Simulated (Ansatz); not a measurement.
Task: a rigid torsion scan of BBrH₄P (charge -1), SMILES P[BH2-]Br, with the Ansatz DFT code, driven from Python. Give the script and its output. Settings (for the species named): CAM-B3LYP, def2-SVP basis, multiplicity 1.

| atom | x (Å) | y (Å) | z (Å) |
| --- | --- | --- | --- |
| P | 1.0777 | 0.2834 | -0.6913 |
| B | -0.6296 | -0.2883 | 0.0291 |
| Br | -2.0640 | 0.9929 | -0.5521 |
| H | 1.2351 | 1.3639 | 0.2672 |
| H | 1.8417 | -0.6627 | 0.1036 |
| H | -0.8851 | -1.3790 | -0.3756 |
| H | -0.5758 | -0.3102 | 1.2191 |

Script `bbrh4p.py`:
```python
'''Energy of BBrH4P(-) as one group turns about a bond.'''

import ansatz
from ase import Atoms

atoms = Atoms(['P', 'B', 'Br', 'H', 'H', 'H', 'H'], positions=[
    (1.0777, 0.2834, -0.6913),
    (-0.6296, -0.2883, 0.0291),
    (-2.064, 0.9929, -0.5521),
    (1.2351, 1.3639, 0.2672),
    (1.8417, -0.6627, 0.1036),
    (-0.8851, -1.379, -0.3756),
    (-0.5758, -0.3102, 1.2191),
])

# start the scan from a relaxed geometry
first = (
    ansatz.Crystal.molecule_from_ase(atoms).calculation()
    .basis(gaussian='def2-SVP')
    .functional('cam_b3lyp')
    .charge(-1)
    .relax(force_tolerance=0.02, max_steps=80)
)
atoms.positions = first.run(threads=1).report['positions_ang']

start = atoms.get_dihedral(2, 1, 0, 3)
energies = {}
for turn in range(0, 360, 40):
    turned = atoms.copy()
    turned.set_dihedral(2, 1, 0, 3, start + turn, indices=[0, 3, 4])
    calculation = (
        ansatz.Crystal.molecule_from_ase(turned).calculation()
        .basis(gaussian='def2-SVP')
        .functional('cam_b3lyp')
        .charge(-1)
    )
    energies[round((start + turn) % 360)] = calculation.run(threads=1).report['free_energy_ev']
floor = min(energies.values())
print('dihedral Br2-B1-P0-H3 (deg)   E - E(min) (kJ/mol)')
for angle, e in sorted(energies.items()):
    print(f'{angle:8d} {96.485332 * (e - floor):14.3f}  ' + '#' * int(30 * (e - floor) / max(max(energies.values()) - floor, 1e-9)))
```

```console
$ python bbrh4p.py
dihedral Br2-B1-P0-H3 (deg)   E - E(min) (kJ/mol)
      38          7.938  ####################
      78          0.000
     118          6.117  ###############
     158          7.033  #################
     198          3.398  ########
     238         11.885  ##############################
     278          8.981  ######################
     318          0.652  #
     358         10.892  ###########################
```

Caveats:
- The scan is rigid and the energies are electronic, in a modest basis. With rigid groups the curve can differ much from the relaxed path, the start wasn't checked as a minimum of this torsion, and equivalent turns needn't return to the same energy.
- Anions want diffuse functions, which this basis lacks.
- The whole script took 91 s on 1 thread of Arm Neoverse N1, with other jobs on the host, peak memory 0.27 GiB.
